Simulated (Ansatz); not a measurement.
**AlGaH (doublet): from Hartree-Fock to the top rungs at scale of all distances = 1.107, 6-31G**

Aim: climb from Hartree-Fock through coupled cluster and multireference methods for AlGaH (doublet) at one geometry and basis, and see what each rung misses.

Program: Ansatz 0.2.0, Gaussian basis. Level of theory: 6-31G, core rule «outside noble gas», up to 19 orbitals frozen. These are calculated values, not measurements.

Plan: UHF; CCSD(T) on ROHF; CCSD(T) on UHF; BCCD(T) on ROHF; CISD; CCSDT(Q) on ROHF; CCSDT(Q) on UHF; CASSCF and MRCISD+Q, 3 electrons in 3 orbitals; CASSCF and NEVPT2, 3 electrons in 3 orbitals; CASSCF and MRCISD+Q, 7 electrons in 9 orbitals; CASSCF and NEVPT4(SD), 7 electrons in 9 orbitals; CASSCF and NEVPT2, 7 electrons in 9 orbitals; Full CI; Full CI in the symmetry of the determinant.

21 further runs of the same task are left out: 2 for a known fault of the program, 12 that didn't finish, 7 set aside as unsound or not needed.

**1. The system**

The geometry derives from a PBE0/def2-TZVP stationary point (not a proven minimum). All distances are scaled together. No spin-orbit coupling is included. The filled d shell of Ga may be among the frozen orbitals whatever the setting's name suggests; the logs give the count.

3 atoms, charge 0, spin multiplicity 2.

Atoms are counted from 1 here; the program's logs count them from 0.

Bond lengths: Al1–H3 1.795 Å.

**2. UHF**

The input, in.yaml:

```yaml
crystal:
  periodic: [false, false, false]
  atoms:
    - {symbol: Al, position_ang: [0.000000, 0.000000, 0.386970]}
    - {symbol: Ga, position_ang: [0.000000, 0.000000, -2.569273]}
    - {symbol: H, position_ang: [0.000000, 0.000000, 2.182303]}
basis:
  gaussian: {orbitals: 6-31G}
magnetization: {spin_polarized: true, initial_magnetization: 1}
hamiltonian: {xc: hf}
output: {orbitals: {seedname: orbitals}}
```

Run with:

```
$ ansatz run in.yaml --threads 1 --pin off --events-out ev --progress --plain --max-ram 2393MiB
```

After this run come: CCSD(T) on ROHF; CCSD(T) on UHF; BCCD(T) on ROHF; CISD; CCSDT(Q) on ROHF; CCSDT(Q) on UHF; CASSCF and MRCISD+Q, 3 electrons in 3 orbitals; CASSCF and NEVPT2, 3 electrons in 3 orbitals; CASSCF and MRCISD+Q, 7 electrons in 9 orbitals; CASSCF and NEVPT4(SD), 7 electrons in 9 orbitals; CASSCF and NEVPT2, 7 electrons in 9 orbitals; Full CI; Full CI in the symmetry of the determinant.

**Question.** What will the summary of the whole plan be? Wanted: FCI below the RHF energy; RMP2 from FCI; UMP2 from FCI; RCCSD from FCI; RCCSD(T) from FCI; UCCSD(T) from FCI; RCCSDT(Q) from FCI; UCCSDT(Q) from FCI; NEVPT2 pair from FCI.

**Answer**, as computed:

```
                         quantity                                                                                                                                   value
         FCI below the RHF energy                                                                                                                              -2.4341 eV
                    RMP2 from FCI                                                                                                                              +861.5 meV
                    UMP2 from FCI                                                                                                                              +859.0 meV
                   RCCSD from FCI                                                                                                                               +97.7 meV
                RCCSD(T) from FCI                                                                                                                               +35.5 meV
                UCCSD(T) from FCI                                                                                                                               +35.4 meV
               RCCSDT(Q) from FCI                                                                                                                                +1.5 meV
               UCCSDT(Q) from FCI                                                                                                                                +1.3 meV
             NEVPT2 pair from FCI                                                                                                                              +773.6 meV
           MRCISD+Q pair from FCI                                                                                                                               -32.2 meV
          NEVPT2 valence from FCI                                                                                                                              +161.1 meV
levels within 1 kcal/mol (43 meV)  RCCSD(T), UCCSD(T), BCCD(T), RCCSDT, UCCSDT, RCCSDT(Q), UCCSDT(Q), MRCISD+Q pair, NEVPT4(SD) valence, MRCISD valence, MRCISD+Q valence
                    T1 diagnostic                                                                                                                                   0.029
   effectively unpaired electrons                                                                                                                                    1.13
```

**Reading.** RCCSD(T) misses by +35.5 meV, 1.5 % of the correlation energy. MRCISD+Q pair falls below full CI: the +Q correction isn't variational, and the cores differ from full CI's. One determinant dominates. Of the multireference levels listed MRCISD+Q valence comes nearest in total energy (+3.2 meV), which doesn't show that its space is the better one. These misses are within one basis, not against nature; the frozen cores of restricted and unrestricted runs differ, which can shift their rows.
